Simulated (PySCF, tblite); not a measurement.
# C₂₂H₃₃O radical: spin distribution

Aim: compute the spin distribution of C₂₂H₃₃O radical (`C=Cc1c(C(C)(C)C)c([O])c(C(C)(C)C)c(C=C)c1C(C)(C)C`).

Computed with tblite 0.8.0 and PySCF 2.14.0 and routines of our own; the level stands in each step. Atoms count from 0.

## (1) The system as given

56 atoms, charge 0, multiplicity 2; geometry from: force field, distance geometry or constructed start.

## (2) Relaxing the molecule with GFN2-xTB

The job: settings as JSON, then the geometry in Å.

```
{"job": {"kind": "relax", "xc": "GFN2-xTB", "basis": "xTB"}, "charge": 0, "multiplicity": 2}
C      2.306100     2.123400     1.577500
C      2.068500     1.786400     0.296900
C      1.067800     0.763100    -0.046300
C      1.425800    -0.617800     0.041600
C      2.940200    -1.108500    -0.105400
C      3.061000    -2.397700    -0.986400
C      3.887600    -0.118100    -0.856600
C      3.565300    -1.373500     1.280500
C      0.397100    -1.613600     0.273200
O      0.688900    -2.795300     0.657300
C     -0.988500    -1.196500     0.148300
C     -2.131700    -2.313700     0.107000
C     -2.452700    -2.803000     1.539800
C     -3.472200    -1.869300    -0.542900
C     -1.732300    -3.531100    -0.779300
C     -1.295000     0.206500     0.059100
C     -2.619900     0.671200     0.503700
C     -2.876600     0.892500     1.797600
C     -0.292200     1.194600    -0.191600
C     -0.656100     2.656000    -0.662700
C     -1.962700     2.721300    -1.520500
C     -0.835300     3.610100     0.533600
C      0.406100     3.283300    -1.615800
H      3.053300     2.852400     1.832300
H      1.745300     1.660200     2.388400
H      2.634500     2.221800    -0.503400
H      4.103600    -2.585900    -1.282700
H      2.471000    -2.307600    -1.900500
H      2.768900    -3.310500    -0.465400
H      4.220700     0.706000    -0.215500
H      4.827500    -0.605200    -1.157900
H      3.421100     0.276400    -1.763500
H      3.541700    -0.480200     1.905700
H      4.610300    -1.691600     1.189600
H      3.040700    -2.163300     1.824700
H     -1.585600    -3.260900     2.022300
H     -3.247700    -3.555900     1.516200
H     -2.783300    -1.980100     2.174000
H     -4.088500    -1.271900     0.134100
H     -4.118900    -2.725600    -0.775300
H     -3.311600    -1.327300    -1.473600
H     -1.008800    -4.215200    -0.298200
H     -2.587600    -4.177800    -1.000500
H     -1.313600    -3.208900    -1.742100
H     -3.392000     0.792200    -0.247800
H     -2.107500     0.745100     2.547300
H     -3.854200     1.215000     2.126300
H     -2.007100     1.898900    -2.243700
H     -2.865300     2.715800    -0.912600
H     -2.031400     3.654400    -2.087700
H      0.074500     3.685000     1.136300
H     -1.082400     4.620900     0.193300
H     -1.633900     3.286100     1.205800
H     -0.001600     4.135500    -2.179200
H      0.755300     2.551200    -2.361800
H      1.258800     3.698300    -1.087500
```

Launch:

```
> OMP_NUM_THREADS=1 python large_run.py task.json out
```

One launch serves the whole session: the jobs run in the order shown.

Log:

```text
step      E/eV     max force
  0   -1846.64555    2.061
  1   -1846.84443    1.502
  2   -1846.92738    0.791
  3   -1847.03103    0.793
  4   -1847.11146    0.723
  5   -1847.18299    0.617
  6   -1847.24521    0.630
  7   -1847.29971    0.477
  8   -1847.34438    0.419
  9   -1847.37620    0.267
 10   -1847.39927    0.243
 11   -1847.41818    0.289
 12   -1847.43634    0.246
 13   -1847.45221    0.195
 14   -1847.46436    0.217
 15   -1847.47448    0.224
 16   -1847.48472    0.218
 17   -1847.49429    0.167
 18   -1847.50168    0.139
 19   -1847.50771    0.166
 20   -1847.51409    0.174
 21   -1847.52136    0.166
 22   -1847.52821    0.114
 23   -1847.53379    0.106
 24   -1847.53887    0.125
 25   -1847.54427    0.128
 26   -1847.54983    0.147
 27   -1847.55506    0.145
 28   -1847.55969    0.119
 29   -1847.56347    0.114
 30   -1847.56617    0.081
 31   -1847.56722    0.059
 32   -1847.56918    0.066
 33   -1847.56991    0.065
 34   -1847.57142    0.056
 35   -1847.57260    0.069
 36   -1847.57361    0.049
 37   -1847.57481    0.066
 38   -1847.57634    0.077
 39   -1847.57793    0.093
 40   -1847.57943    0.081
 41   -1847.58087    0.067
 42   -1847.58221    0.080
 43   -1847.58340    0.088
 44   -1847.58453    0.078
 45   -1847.58575    0.066
 46   -1847.58702    0.066
 47   -1847.58812    0.061
 48   -1847.58900    0.056
 49   -1847.58977    0.074
 50   -1847.59054    0.060
 51   -1847.59130    0.086
 52   -1847.59208    0.091
 53   -1847.59288    0.070
 54   -1847.59386    0.066
 55   -1847.59490    0.056
 56   -1847.59582    0.060
 57   -1847.59662    0.068
 58   -1847.59741    0.055
 59   -1847.59818    0.048
 60   -1847.59892    0.048
 61   -1847.59965    0.043
 62   -1847.60036    0.040
 63   -1847.60095    0.037
 64   -1847.60136    0.032
 65   -1847.60167    0.030
 66   -1847.60206    0.038
 67   -1847.60260    0.050
 68   -1847.60325    0.050
 69   -1847.60382    0.038
 70   -1847.60424    0.042
 71   -1847.60458    0.029
 72   -1847.60488    0.032
 73   -1847.60515    0.029
 74   -1847.60540    0.032
 75   -1847.60568    0.035
 76   -1847.60602    0.034
 77   -1847.60638    0.035
 78   -1847.60666    0.036
 79   -1847.60691    0.040
 80   -1847.60720    0.039
 81   -1847.60756    0.038
 82   -1847.60795    0.035
 83   -1847.60826    0.029
 84   -1847.60851    0.033
 85   -1847.60879    0.033
 86   -1847.60914    0.038
 87   -1847.60952    0.034
 88   -1847.60983    0.029
 89   -1847.61009    0.028
 90   -1847.61036    0.028
 91   -1847.61068    0.034
 92   -1847.61100    0.029
 93   -1847.61127    0.032
 94   -1847.61150    0.026
 95   -1847.61171    0.029
 96   -1847.61192    0.026
 97   -1847.61208    0.018
```

It took 4 s on 1 thread of Arm Neoverse V1, shared host; peak memory 0.19 GiB.

Along the way:

| step | energy from step 0 (eV) | largest force (eV/Å) |
| --- | --- | --- |
| 0 | 0.0000 | 2.0616 |
| 1 | -0.1989 | 1.5022 |
| 2 | -0.2818 | 0.7913 |
| 3 | -0.3855 | 0.7928 |
| 4 | -0.4659 | 0.7227 |
| 5 | -0.5374 | 0.6172 |
| 6 | -0.5997 | 0.6304 |
| 7 | -0.6542 | 0.4773 |
| 8 | -0.6988 | 0.4191 |
| 15 | -0.8289 | 0.2246 |
| 23 | -0.8882 | 0.1058 |
| 31 | -0.9217 | 0.0593 |
| 38 | -0.9308 | 0.0767 |
| 46 | -0.9415 | 0.0661 |
| 54 | -0.9483 | 0.0662 |
| 62 | -0.9548 | 0.0407 |
| 69 | -0.9583 | 0.0379 |
| 77 | -0.9608 | 0.0350 |
| 85 | -0.9632 | 0.0329 |
| 93 | -0.9657 | 0.0323 |
| 94 | -0.9660 | 0.0264 |
| 95 | -0.9662 | 0.0298 |
| 96 | -0.9664 | 0.0253 |
| 97 | -0.9665 | 0.0179 |

Close pairs (by a distance rule), those that changed most:

| bond | before (Å) | after (Å) | change (Å) |
| --- | --- | --- | --- |
| C10–C11 | 1.599 | 1.526 | -0.073 |
| C3–C4 | 1.599 | 1.526 | -0.073 |
| C10–C15 | 1.439 | 1.382 | -0.057 |
| C2–C3 | 1.429 | 1.382 | -0.047 |
| C18–C19 | 1.578 | 1.533 | -0.044 |
| C8–O9 | 1.276 | 1.240 | -0.036 |
| C4–C6 | 1.563 | 1.533 | -0.030 |
| C4–C5 | 1.566 | 1.541 | -0.025 |

The end geometry stands in the next job.

## (3) Spin distribution: UKS BHandHLYP/6-31G*

The job: settings as JSON, then the geometry in Å.

```
{"job": {"kind": "spin", "xc": "BHandHLYP", "basis": "6-31G*", "grid": 1}, "charge": 0, "multiplicity": 2}
C      2.362939     2.253640     1.346728
C      2.124444     1.798642     0.127842
C      1.072906     0.777885    -0.099021
C      1.426003    -0.557243    -0.044743
C      2.844005    -1.115157    -0.125502
C      2.836036    -2.394058    -0.985661
C      3.875233    -0.187422    -0.779026
C      3.326449    -1.450640     1.294367
C      0.374060    -1.534616     0.222231
O      0.656255    -2.631996     0.726460
C     -1.022315    -1.139245     0.059255
C     -2.040312    -2.275678     0.082203
C     -2.204597    -2.764410     1.529627
C     -3.426942    -1.922077    -0.468624
C     -1.527954    -3.430887    -0.799947
C     -1.311322     0.211123     0.001952
C     -2.687612     0.655511     0.331969
C     -3.006688     0.977760     1.574893
C     -0.288147     1.179985    -0.193005
C     -0.646665     2.618397    -0.585481
C     -1.957667     2.693184    -1.390955
C     -0.799451     3.487266     0.672664
C      0.421761     3.258161    -1.492161
H      3.136834     2.977361     1.542714
H      1.798487     1.915050     2.200284
H      2.719552     2.138783    -0.704830
H      3.847755    -2.783627    -1.070828
H      2.464447    -2.172892    -1.984921
H      2.215593    -3.165080    -0.544006
H      4.173756     0.618232    -0.117265
H      4.767493    -0.768316    -1.005878
H      3.500295     0.222489    -1.713726
H      3.332911    -0.554113     1.911166
H      4.336108    -1.853610     1.253883
H      2.670844    -2.187534     1.747574
H     -1.253971    -3.119696     1.914623
H     -2.925493    -3.578249     1.562809
H     -2.563143    -1.954594     2.161879
H     -4.001002    -1.323559     0.230246
H     -3.978392    -2.845947    -0.633926
H     -3.352083    -1.405640    -1.422591
H     -0.594024    -3.832516    -0.424572
H     -2.260026    -4.234797    -0.810799
H     -1.377141    -3.085796    -1.821499
H     -3.436713     0.676576    -0.444207
H     -2.283467     0.945012     2.374029
H     -4.005111     1.281016     1.845561
H     -2.008977     1.893165    -2.125425
H     -2.829753     2.655788    -0.749755
H     -2.000383     3.640180    -1.924502
H      0.127271     3.511099     1.238715
H     -1.053581     4.503613     0.380271
H     -1.588987     3.103042     1.312026
H     -0.007798     4.113486    -2.008945
H      0.767090     2.552516    -2.243710
H      1.266553     3.628075    -0.924328
```

Method: UKS BHandHLYP/6-31G* single point, non-relativistic, gas phase.

Log:

```text
start: PBE on a coarse grid of 42005 points
cycle   1  E = -931.8194333626  dE =  2.489e+00  |g| = 9.484e-01  |ddm| = 5.009e+00
cycle   2  E = -928.6411195265  dE =  3.178e+00  |g| = 2.424e+00  |ddm| = 3.541e+00
cycle   3  E = -931.5983291073  dE = -2.957e+00  |g| = 1.108e+00  |ddm| = 3.174e+00
cycle   4  E = -932.2462584377  dE = -6.479e-01  |g| = 2.549e-01  |ddm| = 1.267e+00
cycle   5  E = -932.1794172150  dE =  6.684e-02  |g| = 4.263e-01  |ddm| = 7.122e-01
cycle   6  E = -932.2788658816  dE = -9.945e-02  |g| = 4.175e-02  |ddm| = 4.931e-01
cycle   7  E = -932.2794891391  dE = -6.233e-04  |g| = 2.549e-02  |ddm| = 7.886e-02
cycle   8  E = -932.2798243313  dE = -3.352e-04  |g| = 5.894e-03  |ddm| = 3.705e-02
final grid: 176836 points
cycle   9  E = -932.7054373880  dE = -3.835e-02  |g| = 8.457e-02  |ddm| = 7.078e-01
cycle  10  E = -932.7047409649  dE =  6.964e-04  |g| = 1.120e-01  |ddm| = 2.346e-01
cycle  11  E = -932.7100400485  dE = -5.299e-03  |g| = 1.738e-02  |ddm| = 1.327e-01
cycle  12  E = -932.7104589972  dE = -4.189e-04  |g| = 1.110e-02  |ddm| = 3.128e-02
cycle  13  E = -932.7107419918  dE = -2.830e-04  |g| = 6.803e-03  |ddm| = 2.996e-02
cycle  14  E = -932.7109044256  dE = -1.624e-04  |g| = 5.567e-03  |ddm| = 2.806e-02
cycle  15  E = -932.7109855087  dE = -8.108e-05  |g| = 1.573e-03  |ddm| = 2.837e-02
cycle  16  E = -932.7109947336  dE = -9.225e-06  |g| = 7.589e-04  |ddm| = 4.982e-03
cycle  17  E = -932.7109951930  dE = -4.594e-07  |g| = 3.254e-04  |ddm| = 2.816e-03
cycle  18  E = -932.7109932373  dE =  1.956e-06  |g| = 2.058e-04  |ddm| = 1.187e-03
cycle  19  E = -932.7109939210  dE = -6.837e-07  |g| = 1.202e-04  |ddm| = 8.909e-04
cycle  20  E = -932.7109965271  dE = -2.606e-06  |g| = 7.875e-05  |ddm| = 3.524e-04
converged SCF energy = -932.7109965271
<S^2> = 0.8652

atom   charge     spin (Mulliken)
  0 C   -0.3486  -0.0121
  1 C   -0.1686   0.0297
  2 C   -0.0376  -0.3214
  3 C    0.0437   0.4279
  4 C    0.0213  -0.0342
  5 C   -0.4939   0.0123
  6 C   -0.4932   0.0019
  7 C   -0.4766   0.0140
  8 C    0.3527  -0.1464
  9 O   -0.4949   0.3753
 10 C    0.0435   0.4276
 11 C    0.0218  -0.0342
 12 C   -0.4768   0.0140
 13 C   -0.4933   0.0019
 14 C   -0.4941   0.0123
 15 C   -0.0378  -0.3214
 16 C   -0.1684   0.0297
 17 C   -0.3486  -0.0121
 18 C    0.0917   0.5660
 19 C    0.0176  -0.0460
 20 C   -0.4975   0.0053
 21 C   -0.4765   0.0187
 22 C   -0.4975   0.0053
 23 H    0.1618  -0.0012
 24 H    0.1679   0.0006
 25 H    0.1831  -0.0070
 26 H    0.1460  -0.0002
 27 H    0.1440  -0.0005
 28 H    0.2049  -0.0027
 29 H    0.1685  -0.0000
 30 H    0.1561   0.0000
 31 H    0.1489   0.0002
 32 H    0.1510  -0.0006
 33 H    0.1448   0.0033
 34 H    0.1954  -0.0016
 35 H    0.1955  -0.0016
 36 H    0.1448   0.0033
 37 H    0.1510  -0.0006
 38 H    0.1686  -0.0000
 39 H    0.1561   0.0000
 40 H    0.1489   0.0002
 41 H    0.2050  -0.0027
 42 H    0.1460  -0.0002
 43 H    0.1441  -0.0005
 44 H    0.1829  -0.0070
 45 H    0.1678   0.0006
 46 H    0.1618  -0.0012
 47 H    0.1595   0.0000
 48 H    0.1739  -0.0004
 49 H    0.1568   0.0011
 50 H    0.1680  -0.0009
 51 H    0.1505   0.0056
 52 H    0.1680  -0.0009
 53 H    0.1568   0.0011
 54 H    0.1594   0.0000
 55 H    0.1739  -0.0004

charge  mult   E - E0 / eV    <S^2>
   0     4       3.9475     3.803
   1     1       7.1234     0.000
  -1     1      -1.4106     0.000
```

Wall time 5.4 min (1 thread of Arm Neoverse V1, shared host); peak memory 0.68 GiB.

From this job:

| quantity | value |
| --- | --- |
| ⟨S²⟩ | 0.865 |

Mulliken spin populations:

C0 -0.01; C1 0.03; C2 -0.32; C3 0.43; C4 -0.03; C5 0.01; C6 0.00; C7 0.01; C8 -0.15; O9 0.38; C10 0.43; C11 -0.03; C12 0.01; C13 0.00; C14 0.01; C15 -0.32; C16 0.03; C17 -0.01; C18 0.57; C19 -0.05; C20 0.01; C21 0.02; C22 0.01; H23 0.00; H24 0.00; H25 -0.01; H26 0.00; H27 0.00; H28 0.00; H29 0.00; H30 0.00; H31 0.00; H32 0.00; H33 0.00; H34 0.00; H35 0.00; H36 0.00; H37 0.00; H38 0.00; H39 0.00; H40 0.00; H41 0.00; H42 0.00; H43 0.00; H44 -0.01; H45 0.00; H46 0.00; H47 0.00; H48 0.00; H49 0.00; H50 0.00; H51 0.01; H52 0.00; H53 0.00; H54 0.00; H55 0.00

## (4) Results

| quantity | value |
| --- | --- |
| ⟨S²⟩ (step 3, UKS BHandHLYP/6-31G*) | 0.865 |
| largest Mulliken spins | C18 +0.57, C3 +0.43, C10 +0.43, O9 +0.38 |
| charge 0, multiplicity 4 | +3.95 eV from this state |
| charge 1, multiplicity 1 | +7.12 eV from this state |
| charge -1, multiplicity 1 | -1.41 eV from this state |

The largest spin population, +0.57, lies on C18.
